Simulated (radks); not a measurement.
# Nuclear size and the levels of Al⁺

One table from this session's results is given with a row withheld; the runs are named, their logs left out.

Method: Dirac Kohn-Sham, BLYP, spin-unpolarised, spherical densities, finite nucleus. Code: radks (a radial shooting solver on a logarithmic mesh, Libxc functionals) version 1.

### What is computed

| Property | Result |
| --- | --- |
| element | aluminium (Z = 13) |
| charge | +1 |
| electrons | 12 |
| configuration | [Ne] 3s2 |
| nuclear rms radius | 3.061 fm |

Outer shells as boxes (Hund's rule):

Al⁺
```
[Ne] core
3s [↑↓]
```

The first run:

The run's settings:

```text
Z 13
configuration [Ne] 3s2 3p0 4s0
relativity Dirac
functional b88,lyp
spin unpolarised
j_filling average
nucleus finite rms 3.061 fm
c 137.035999084
```

Among the steps run: rms radius 3.061 fm.

One of the session's tables, all rows but one given; the rest of the session is left out.

It belongs to the step «rms radius 3.061 fm». From the orbitals of this run (lengths in bohr):

```
level     <r>  outermost maximum (interpolated)  90 % within  nodes
1s1/2  0.1202                            0.0783        0.215      0
2s1/2  0.6265                             0.496        0.992      1
2p1/2  0.6017                             0.426         1.02      0
2p3/2  0.6040                             0.428         1.02      0
3s1/2   2.371                              1.99         3.59      2
3p1/2       ?                                 ?            ?      ?
3p3/2   2.924                              2.40         4.51      1
```

Q: Estimate the row for 3p1/2 from the others.

**Answer.** <r>: 2.918; outermost maximum (interpolated): 2.39; 90 % within: 4.51; nodes: 1. In the column «<r>» it lies between 3s1/2 (2.371) and 3p3/2 (2.924).
